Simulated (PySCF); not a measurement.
# C6H10O: the cost of one run

Computed with PySCF 2.14.0 and routines of our own; the level stands in each step. Atoms count from 0.

### 1 The system as given

17 atoms, charge 0, multiplicity 1; geometry from: GFN2-xTB.

### 2 Magnetic properties: GIAO wB97X-D/pcSseg-1

What the job is given:

```
{"job": {"kind": "mag", "xc": "wB97X-D", "basis": "pcSseg-1", "isotopologues": 2}, "charge": 0, "multiplicity": 1}
C     -2.679991     0.869029     0.287588
C     -1.480957     0.342079     0.032870
C     -1.334373    -0.912268    -0.771845
C     -0.282728     0.984242     0.542754
C      0.991617     0.611747     0.386377
O      1.409812    -0.476298    -0.312144
C      2.797896    -0.694325    -0.325154
H     -3.587526     0.416740    -0.074134
H     -2.794178     1.770336     0.865930
H     -0.842721    -1.681567    -0.179839
H     -2.306360    -1.277275    -1.094828
H     -0.713792    -0.727275    -1.645866
H     -0.448284     1.880438     1.123493
H      1.782443     1.204888     0.836539
H      2.966310    -1.570704    -0.949147
H      3.181422    -0.889335     0.682658
H      3.334413     0.161579    -0.749691
```

Method: GIAO wB97X-D/pcSseg-1 magnetisability, rotational g tensor and spin-rotation constants, non-relativistic, gas phase.

Launch:

```bash
$ OMP_NUM_THREADS=1 python excited_run.py task.json out
```

The driver reads the jobs from task.json and runs them one after another.

**Question.** How long does this first job take on 1 thread of Arm Neoverse V1, shared host, and how much memory does it need?

About 41 s, with a peak of 0.83 GiB.
